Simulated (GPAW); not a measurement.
# BiTe (Fm-3m) in GPAW: convergence with k mesh

Aim: find how far k mesh must go before the results for BiTe settle, at PBE. This setting moves, with any that are tied to it; all else stays.

All numbers are computed with GPAW 26.7.0; they aren't measurements. Logs are shortened: lines on timing, memory, paths and dates and some standing lists are left out, and cuts for length are marked. The log counts tension as positive stress, the text compression.

## (1) The structure

It takes space group Fm-3m (No. 225, cubic). Conventional cell: a = 6.470 Å, b = 6.470 Å, c = 6.470 Å, α = 90.00°, β = 90.00°, γ = 90.00°. Around Bi (site symmetry m-3m) lie 6 Te at 3.23 Å. Around Te (site symmetry m-3m) lie 6 Bi at 3.23 Å.

## (2) With k mesh 2 × 2 × 2

Input file run.py:

```python
import json
import numpy as np
import spglib
from ase import Atoms
from ase.constraints import FixSymmetry
from ase.io import read, write
from ase.optimize import BFGS
from phonopy import Phonopy
from phonopy.structure.atoms import PhonopyAtoms
from gpaw import GPAW

atoms = read('BiTe.cif')
cell, positions, numbers = spglib.find_primitive(
    (atoms.cell[:], atoms.get_scaled_positions(), atoms.numbers), symprec=1e-4)
atoms = Atoms(numbers, cell=cell, scaled_positions=positions, pbc=True)

calc = GPAW(mode='lcao',
            h=0.16,
            basis='dzp',
            xc='PBE',
            kpts={'size': (2, 2, 2), 'gamma': True},
            occupations={'name': 'fermi-dirac', 'width': 0.05},
            convergence={'density': 1e-06},
            maxiter=150,
            txt='gpaw.txt')
atoms.calc = calc
atoms.set_constraint(FixSymmetry(atoms))
BFGS(atoms, trajectory='relax.traj', logfile='-').run(fmax=0.005, steps=40)
atoms.set_constraint()
energy = atoms.get_potential_energy()
forces = atoms.get_forces()
calc.write('gs.gpw')
write('result.traj', atoms)
print('Cell:', atoms.cell.cellpar().round(4))
print(atoms.get_scaled_positions().round(5))

def force_constants(scale):
    unit = PhonopyAtoms(symbols=atoms.get_chemical_symbols(), cell=atoms.cell[:] * scale**(1 / 3),
                        scaled_positions=atoms.get_scaled_positions())
    ph = Phonopy(unit, supercell_matrix=np.diag([1, 1, 1]), primitive_matrix=np.eye(3), symprec=1e-4)
    ph.generate_displacements(distance=0.01)
    forces = []
    for i, sc in enumerate(ph.supercells_with_displacements):
        a = Atoms(sc.symbols, cell=sc.cell, scaled_positions=sc.scaled_positions, pbc=True)
        c = GPAW(mode='lcao',
                 h=0.16,
                 basis='dzp',
                 xc='PBE',
                 kpts={'size': (2, 2, 2), 'gamma': True},
                 occupations={'name': 'fermi-dirac', 'width': 0.05},
                 convergence={'density': 1e-06},
                 maxiter=150,
                 txt=f'disp-{scale:.3f}-{i:02d}.txt')
        a.calc = c
        f = a.get_forces()
        forces.append(f - f.mean(axis=0))
        print(f'displacement {i}: drift', f.mean(axis=0).round(5), flush=True)
    ph.forces = forces
    ph.produce_force_constants()
    ph.symmetrize_force_constants()
    return ph

qpoints = [[0.0, 0.0, 0.0]]
results = {}
for scale in [1.0]:
    ph = force_constants(scale)
    ph.run_qpoints(qpoints)
    nu = ph.qpoints.frequencies * 33.35641  # THz to cm^-1
    results[f'{scale:.3f}'] = nu.tolist()
    for qp, f in zip(qpoints, nu):
        print(scale, np.round(qp, 4), f.round(2))
json.dump(results, open('phonons.json', 'w'))
```

Input file BiTe.cif:

```cif
data_BiTe
_cell_length_a 6.47000000
_cell_length_b 6.47000000
_cell_length_c 6.47000000
_cell_angle_alpha 90.00000000
_cell_angle_beta 90.00000000
_cell_angle_gamma 90.00000000
_space_group_name_H-M_alt 'Fm-3m'
_space_group_name_Hall '-F 4 2 3'
_space_group_IT_number 225
loop_
_space_group_symop_operation_xyz
'x,y,z'
'-x,-y,-z'
'-y,x,z'
'y,-x,-z'
'-x,-y,z'
'x,y,-z'
'y,-x,z'
'-y,x,-z'
'x,-y,-z'
'-x,y,z'
'-y,-x,-z'
'y,x,z'
'-x,y,-z'
'x,-y,z'
'y,x,-z'
'-y,-x,z'
'z,x,y'
'-z,-x,-y'
'z,-y,x'
'-z,y,-x'
'z,-x,-y'
'-z,x,y'
'z,y,-x'
'-z,-y,x'
'-z,x,-y'
'z,-x,y'
'-z,-y,-x'
'z,y,x'
'-z,-x,y'
'z,x,-y'
'-z,y,x'
'z,-y,-x'
'y,z,x'
'-y,-z,-x'
'x,z,-y'
'-x,-z,y'
'-y,z,-x'
'y,-z,x'
'-x,z,y'
'x,-z,-y'
'-y,-z,x'
'y,z,-x'
'-x,-z,-y'
'x,z,y'
'y,-z,-x'
'-y,z,x'
'x,-z,y'
'-x,z,-y'
'x,y+1/2,z+1/2'
'-x,-y+1/2,-z+1/2'
'-y,x+1/2,z+1/2'
[... 62 lines left out ...]
'-z+1/2,-x,-y+1/2'
'z+1/2,-y,x+1/2'
'-z+1/2,y,-x+1/2'
'z+1/2,-x,-y+1/2'
'-z+1/2,x,y+1/2'
'z+1/2,y,-x+1/2'
'-z+1/2,-y,x+1/2'
'-z+1/2,x,-y+1/2'
'z+1/2,-x,y+1/2'
'-z+1/2,-y,-x+1/2'
'z+1/2,y,x+1/2'
'-z+1/2,-x,y+1/2'
'z+1/2,x,-y+1/2'
'-z+1/2,y,x+1/2'
'z+1/2,-y,-x+1/2'
'y+1/2,z,x+1/2'
'-y+1/2,-z,-x+1/2'
'x+1/2,z,-y+1/2'
'-x+1/2,-z,y+1/2'
'-y+1/2,z,-x+1/2'
'y+1/2,-z,x+1/2'
'-x+1/2,z,y+1/2'
'x+1/2,-z,-y+1/2'
'-y+1/2,-z,x+1/2'
'y+1/2,z,-x+1/2'
'-x+1/2,-z,-y+1/2'
'x+1/2,z,y+1/2'
'y+1/2,-z,-x+1/2'
'-y+1/2,z,x+1/2'
'x+1/2,-z,y+1/2'
'-x+1/2,z,-y+1/2'
'x+1/2,y+1/2,z'
'-x+1/2,-y+1/2,-z'
'-y+1/2,x+1/2,z'
'y+1/2,-x+1/2,-z'
'-x+1/2,-y+1/2,z'
'x+1/2,y+1/2,-z'
'y+1/2,-x+1/2,z'
'-y+1/2,x+1/2,-z'
'x+1/2,-y+1/2,-z'
'-x+1/2,y+1/2,z'
'-y+1/2,-x+1/2,-z'
'y+1/2,x+1/2,z'
'-x+1/2,y+1/2,-z'
'x+1/2,-y+1/2,z'
'y+1/2,x+1/2,-z'
'-y+1/2,-x+1/2,z'
'z+1/2,x+1/2,y'
'-z+1/2,-x+1/2,-y'
'z+1/2,-y+1/2,x'
'-z+1/2,y+1/2,-x'
'z+1/2,-x+1/2,-y'
'-z+1/2,x+1/2,y'
'z+1/2,y+1/2,-x'
'-z+1/2,-y+1/2,x'
'-z+1/2,x+1/2,-y'
'z+1/2,-x+1/2,y'
'-z+1/2,-y+1/2,-x'
'z+1/2,y+1/2,x'
'-z+1/2,-x+1/2,y'
'z+1/2,x+1/2,-y'
'-z+1/2,y+1/2,x'
'z+1/2,-y+1/2,-x'
'y+1/2,z+1/2,x'
'-y+1/2,-z+1/2,-x'
'x+1/2,z+1/2,-y'
'-x+1/2,-z+1/2,y'
'-y+1/2,z+1/2,-x'
'y+1/2,-z+1/2,x'
'-x+1/2,z+1/2,y'
'x+1/2,-z+1/2,-y'
'-y+1/2,-z+1/2,x'
'y+1/2,z+1/2,-x'
'-x+1/2,-z+1/2,-y'
'x+1/2,z+1/2,y'
'y+1/2,-z+1/2,-x'
'-y+1/2,z+1/2,x'
'x+1/2,-z+1/2,y'
'-x+1/2,z+1/2,-y'
loop_
_atom_site_label
_atom_site_type_symbol
_atom_site_symmetry_multiplicity
_atom_site_Wyckoff_symbol
_atom_site_fract_x
_atom_site_fract_y
_atom_site_fract_z
_atom_site_occupancy
Bi1 Bi 4 a 0.0000000000 0.0000000000 0.0000000000 1
Te1 Te 4 b 0.5000000000 0.0000000000 0.0000000000 1
```

Potentials or basis: GPAW PAW data sets (gpaw-data 1.2.1), lcao:dzp.

Command:

```
$ OMP_NUM_THREADS=1 python run.py
```

Run time: 33 s. Hardware: 1 thread of Arm Neoverse V2, shared host; peak memory 0.38 GiB.

What came out:

| Property | Result |
| --- | --- |
| Free energy | -5.2719 eV |
| Band gap on the k mesh | none (metal or under the smearing width) |
| Highest phonon frequency at Γ | 0 cm⁻¹ |
| Most unstable mode | 226i cm⁻¹ |

## (3) With k mesh 3 × 3 × 3

run.py: that of step 2 with these lines changed.

```diff
@@ -20,3 +20,3 @@
             xc='PBE',
-            kpts={'size': (2, 2, 2), 'gamma': True},
+            kpts={'size': (3, 3, 3), 'gamma': True},
             occupations={'name': 'fermi-dirac', 'width': 0.05},
@@ -49,3 +49,3 @@
                  xc='PBE',
-                 kpts={'size': (2, 2, 2), 'gamma': True},
+                 kpts={'size': (3, 3, 3), 'gamma': True},
                  occupations={'name': 'fermi-dirac', 'width': 0.05},
```

BiTe.cif is that of step 2.

Potentials or basis: GPAW PAW data sets (gpaw-data 1.2.1), lcao:dzp.

Command:

```
$ OMP_NUM_THREADS=1 python run.py
```

Wall time 38 s (1 thread of Arm Neoverse V2, shared host); peak memory 0.34 GiB.

What came out:

```yaml
Free_energy: -6.6113 eV
Band_gap_on_the_k_mesh: none (metal or under the smearing width)
Highest_phonon_frequency_at_Γ: 45 cm⁻¹
```

## (4) With k mesh 4 × 4 × 4

run.py: that of step 3 with these lines changed.

```diff
@@ -20,3 +20,3 @@
             xc='PBE',
-            kpts={'size': (3, 3, 3), 'gamma': True},
+            kpts={'size': (4, 4, 4), 'gamma': True},
             occupations={'name': 'fermi-dirac', 'width': 0.05},
@@ -49,3 +49,3 @@
                  xc='PBE',
-                 kpts={'size': (3, 3, 3), 'gamma': True},
+                 kpts={'size': (4, 4, 4), 'gamma': True},
                  occupations={'name': 'fermi-dirac', 'width': 0.05},
```

BiTe.cif is that of step 3.

Command:

```
$ OMP_NUM_THREADS=1 python run.py
```

Wall time 71 s (1 thread of Arm Neoverse V2, shared host); peak memory 0.34 GiB.

The run converged. Its results:

```
Free energy                   : -6.8075 eV
Band gap on the k mesh        : none (metal or under the smearing width)
Highest phonon frequency at Γ : 113 cm⁻¹
```

## (5) With k mesh 5 × 5 × 5

run.py: that of step 4 with these lines changed.

```diff
@@ -20,3 +20,3 @@
             xc='PBE',
-            kpts={'size': (4, 4, 4), 'gamma': True},
+            kpts={'size': (5, 5, 5), 'gamma': True},
             occupations={'name': 'fermi-dirac', 'width': 0.05},
@@ -49,3 +49,3 @@
                  xc='PBE',
-                 kpts={'size': (4, 4, 4), 'gamma': True},
+                 kpts={'size': (5, 5, 5), 'gamma': True},
                  occupations={'name': 'fermi-dirac', 'width': 0.05},
```

BiTe.cif is that of step 4.

Command:

```
$ OMP_NUM_THREADS=1 python run.py
```

It took 99 s on 1 thread of Arm Neoverse V2, shared host; peak memory 0.34 GiB.

The run converged. Its results:

```yaml
Free_energy: -6.7765 eV
Band_gap_on_the_k_mesh: none (metal or under the smearing width)
Highest_phonon_frequency_at_Γ: 110 cm⁻¹
```

## (6) With k mesh 6 × 6 × 6

run.py: that of step 5 with these lines changed.

```diff
@@ -20,3 +20,3 @@
             xc='PBE',
-            kpts={'size': (5, 5, 5), 'gamma': True},
+            kpts={'size': (6, 6, 6), 'gamma': True},
             occupations={'name': 'fermi-dirac', 'width': 0.05},
@@ -49,3 +49,3 @@
                  xc='PBE',
-                 kpts={'size': (5, 5, 5), 'gamma': True},
+                 kpts={'size': (6, 6, 6), 'gamma': True},
                  occupations={'name': 'fermi-dirac', 'width': 0.05},
```

BiTe.cif is that of step 5.

Potentials or basis: GPAW PAW data sets (gpaw-data 1.2.1), lcao:dzp.

Command:

```
$ OMP_NUM_THREADS=1 python run.py
```

gpaw.txt:

```text
__  _  _
 | _ |_)|_||  |
 |__||  | ||/\| - 26.7.0

Input parameters:
  mode=LCAO(),
  basis={'default': 'dzp'},
  convergence={'density': 1e-06},
  h=0.16,
  kpts=MonkhorstPack(size=(6, 6, 6), gamma=True),
  maxiter=150,
  occupations=Occupations(name='fermi-dirac', width=0.05),
  xc=XC(name='PBE')

                 Te

       Bi

Atoms  # Å, Bohr magnetons
|   | symbol |        x |        y |        z |    initial magnetic moments |
|---|--------|----------|----------|----------|-----------------------------|
| 0 |     Bi | 0.000000 | 0.000000 | 0.000000 | ( 0.0000,  0.0000,  0.0000) |
| 1 |     Te | 3.235000 | 3.235000 | 3.235000 | ( 0.0000,  0.0000,  0.0000) |

Unit cell  # Å
| periodic |        x |        y |        z |  lengths |    angles |
|----------|----------|----------|----------|----------|-----------|
|      yes | 0.000000 | 3.235000 | 3.235000 | 4.574981 | 60.000000 |
|      yes | 3.235000 | 0.000000 | 3.235000 | 4.574981 | 60.000000 |
|      yes | 3.235000 | 3.235000 | 0.000000 | 4.574981 | 60.000000 |

Number of symmetries: 48
Symmetry operations  # r_c * U_cc + t_c -> r_c
|    | kind |            matrix            |
|----|------|------------------------------|
|  0 |  σ   |  1, 0, 0,  1, 0,-1,  1,-1, 0 |
|  1 |  C2  |  1, 0, 0,  1,-1, 0,  1, 0,-1 |
|  2 |  E   |  1, 0, 0,  0, 1, 0,  0, 0, 1 |
|  3 |  σ   |  1, 0, 0,  0, 0, 1,  0, 1, 0 |
|  4 |  C4  |  1, 0,-1,  1, 0, 0,  1,-1, 0 |
|  5 |  S6  |  1, 0,-1,  1,-1, 0,  1, 0, 0 |
|  6 |  σ   |  1, 0,-1,  0, 1,-1,  0, 0,-1 |
|  7 |  C3  |  1, 0,-1,  0, 0,-1,  0, 1,-1 |
|  8 |  S6  |  1,-1, 0,  1, 0, 0,  1, 0,-1 |
|  9 |  C4  |  1,-1, 0,  1, 0,-1,  1, 0, 0 |
| 10 |  C3  |  1,-1, 0,  0,-1, 1,  0,-1, 0 |
| 11 |  σ   |  1,-1, 0,  0,-1, 0,  0,-1, 1 |
| 12 |  σ   |  0, 1, 0,  1, 0, 0,  0, 0, 1 |
| 13 |  C4  |  0, 1, 0,  0, 1,-1, -1, 1, 0 |
| 14 |  C3  |  0, 1, 0,  0, 0, 1,  1, 0, 0 |
| 15 |  S6  |  0, 1, 0, -1, 1, 0,  0, 1,-1 |
| 16 |  C2  |  0, 1,-1,  1, 0,-1,  0, 0,-1 |
[... 17 lines left out ...]
| 34 |  S4  |  0,-1, 0,  0,-1, 1,  1,-1, 0 |
| 35 |  C2  |  0,-1, 0, -1, 0, 0,  0, 0,-1 |
| 36 |  C2  | -1, 1, 0,  0, 1, 0,  0, 1,-1 |
| 37 |  S6  | -1, 1, 0,  0, 1,-1,  0, 1, 0 |
| 38 |  S4  | -1, 1, 0, -1, 0, 1, -1, 0, 0 |
| 39 |  C3  | -1, 1, 0, -1, 0, 0, -1, 0, 1 |
| 40 |  S6  | -1, 0, 1,  0, 0, 1,  0,-1, 1 |
| 41 |  C2  | -1, 0, 1,  0,-1, 1,  0, 0, 1 |
| 42 |  C3  | -1, 0, 1, -1, 1, 0, -1, 0, 0 |
| 43 |  S4  | -1, 0, 1, -1, 0, 0, -1, 1, 0 |
| 44 |  C2  | -1, 0, 0,  0, 0,-1,  0,-1, 0 |
| 45 |  i   | -1, 0, 0,  0,-1, 0,  0, 0,-1 |
| 46 |  σ   | -1, 0, 0, -1, 1, 0, -1, 0, 1 |
| 47 |  C2  | -1, 0, 0, -1, 0, 1, -1, 1, 0 |

BZ-sampling:
  Number of BZ points: 216
  Number of IBZ points: 16

  Monkhorst-Pack size: [6, 6, 6]
  Monkhorst-Pack shift: [0.08333333333333333, 0.08333333333333333, 0.08333333333333333]

K-points  # in reciprocal-cell coordinates
|     |                                coordinates |     weight |
|-----|--------------------------------------------|------------|
|   0 | (  0.00000000,   0.00000000,   0.00000000) | 0.00462963 |
|   1 | (  0.16666667,   0.16666667,   0.00000000) | 0.02777778 |
|   2 | (  0.16666667,   0.16666667,   0.16666667) | 0.03703704 |
|   3 | (  0.33333333,   0.16666667,   0.16666667) | 0.05555556 |
|   4 | (  0.33333333,   0.33333333,  -0.33333333) | 0.05555556 |
|   5 | (  0.33333333,   0.33333333,   0.00000000) | 0.02777778 |
|   6 | (  0.33333333,   0.33333333,   0.16666667) | 0.11111111 |
|   7 | (  0.33333333,   0.33333333,   0.33333333) | 0.03703704 |
|   8 | (  0.50000000,   0.33333333,  -0.33333333) | 0.11111111 |
|   9 | (  0.50000000,   0.33333333,  -0.16666667) | 0.05555556 |
| ... |                                            |            |
|  15 | (  0.50000000,   0.50000000,   0.50000000) | 0.01851852 |

[... 268 lines left out ...]
        l=0, rc=3.6406 Bohr: 6s-dz split-valence wave
        l=1, rc=5.3281 Bohr: 6p-dz split-valence wave
        l=2, rc=2.7812 Bohr: 5d-dz split-valence wave
        l=2, rc=8.9531 Bohr: d-type Gaussian polarization
      Number of RI-basis functions 0

  Te:
    name:    Tellurium
    Z:       52.0
    valence: 6
    core:    46
    charge:  0.0  # [|e|]
    compensation charges:
      type: gauss
      rc: 0.36  # [Å]
      lmax: 2
    cutoffs:
      filter: 2.09  # [Å]
      core: 3.17  # [Å]
    projectors
    | kind |    occ | energy [eV] | rcut [Å] |
    |------|--------|-------------|----------|
    |   5s |  2.000 |     -15.089 |    1.180 |
    |   5p |  4.000 |      -5.955 |    1.196 |
    |    s |        |      12.123 |    1.180 |
    |    p |        |      21.256 |    1.196 |
    |    d |        |       0.000 |    1.238 |

    LCAO basis set for Te:
      Name: dzp
      File: <dir>
      Number of radial functions: 5
      Number of spherical harmonics: 13
        l=0, rc=6.2500 Bohr: 5s-sz confined orbital
        l=1, rc=8.0156 Bohr: 5p-sz confined orbital
        l=0, rc=3.5469 Bohr: 5s-dz split-valence wave
        l=1, rc=4.6875 Bohr: 5p-dz split-valence wave
        l=2, rc=8.0156 Bohr: d-type Gaussian polarization
      Number of RI-basis functions 0

Reference energy: -769639.066386  # eV

eigensolver:
  <gpaw.new.lcao.eigensolver.LCAOEigensolver object>
density mixing:
  MSR1-Mixer
  Pratt-step length: 0.05
  Maximum mixing coefficient: 0.75
  Old densities: 10
  SVD Regularization: 0.005
  Good broyden scale: 1.0
  Trust region scale: 1.0
  Backstep threshold: 4.0
  History deletion threshold: 6.0
  Fourier metric: weight=20.0, sigma=0.015

occupation numbers:
  Fermi-Dirac:
    width: 0.0500  # eV

FastPoissonSolver using
    Stencil: 12*3+1=37 point O(h^6) finite-difference Laplacian
    FFT axes: [np.int64(0), np.int64(1), np.int64(2)]
    FST axes: []

xc functional:
  name: PBE with 2 nearest neighbor stencil
interpolation: tri-quintic # 5. degree polynomial

convergence criteria:
- Maximum integral of absolute [dens]ity change: 1e-06 electrons / valence electron
- Maximum [total energy] change in last 3 cyles: 0.0005 eV / valence electron
- Maximum integral of absolute [eigenst]ate change: 4e-08 eV^2 / valence electron
maximum number of iterations: 150

SCF iterations
|iter     | |      energy | eigst |  dens |
|---------|-|-------------|-------|-------|
|iter:   1| |   -6.818573 |      c|       |
|iter:   2| |   -6.810442 |      c| -1.56 |
|iter:   3| |   -6.758060 |      c| -1.59 |
|iter:   4| |   -6.755843 |      c| -2.19 |
|iter:   5| |   -6.755737c|      c| -2.80 |
|iter:   6| |   -6.755736c|      c| -3.82 |
|iter:   7| |   -6.755736c|      c| -4.11 |
|iter:   8| |   -6.755735c|      c| -4.54 |
|iter:   9| |   -6.755735c|      c| -6.42c|

Converged in 9 steps
Energy contributions relative to reference atoms: (reference = -769639.066386)

Energy contributions:
  Kinetic:          21.096332
  Coulomb:         -20.605305
  Zero:              0.048045
  External:          0.000000
  Xc:               -7.285475
  Entropy:          -0.018666
  Spinorbit:         0.000000
  ----------------------------
  Free energy:      -6.765068
  Extrapolated:     -6.755735

dipole moment: (-25.390088, -25.390088, -25.390088)  # |e|*Ang

Fermi level: 6.392
Eigenvalues  # (at kpt = [0.000, 0.000, 0.000])
| band index |      eig [eV] | occ [0-2] |
|------------|---------------|-----------|
|          0 |       -16.700 |     2.000 |
|        ... |               |           |
|          2 |       -16.691 |     2.000 |
|          3 |       -16.691 |     2.000 |
|          4 |       -16.690 |     2.000 |
|          5 |        -7.002 |     2.000 |
|          6 |        -1.623 |     2.000 |
|          7 |         3.927 |     2.000 |
|          8 |         3.927 |     2.000 |
|          9 |         3.927 |     2.000 |
|         10 |         8.695 |     0.000 |
|         11 |         8.695 |     0.000 |
|         12 |         8.695 |     0.000 |

No gap
No difference between direct/indirect transitions

Forces  # eV/Ang
|       x |       y |       z |
|---------|---------|---------|
| 0.00000 | 0.00000 | 0.00000 |  # Bi   0
| 0.00000 | 0.00000 | 0.00000 |  # Te   1

# Writing to gs.gpw (mode='')
```

Wall time 2.7 min (1 thread of Arm Neoverse V2, shared host); peak memory 0.35 GiB.

Results:

* Free energy: -6.7651 eV
* Band gap on the k mesh: none (metal or under the smearing width)
* Highest phonon frequency at Γ: 103 cm⁻¹

## (7) Summary

```tsv
k mesh	energy less the tightest run, at zero smearing (meV/atom)	highest phonon frequency (cm⁻¹)	SCF cycles	CPU time (s)	peak memory (GiB)
2 × 2 × 2	765.56	0	10	33	0.38
3 × 3 × 3	84.42	45	9	38	0.34
4 × 4 × 4	-20.38	113	9	71	0.34
5 × 5 × 5	-6.68	110	9	99	0.34
6 × 6 × 6	0.00	103	9	160	0.35
```

Not settled before the last step: the energy (to 1 meV/atom), the highest phonon frequency (to 2 cm⁻¹). Meshes of other sizes hit other points, so gaps and Fermi surfaces needn't settle smoothly. The tightest run that finished is the yardstick and may itself not be fully converged.

Caveats: spin-orbit coupling is left out, which moves the levels of the heavy elements; the basis of atomic orbitals isn't converged, which shifts pressures, moduli and gaps.
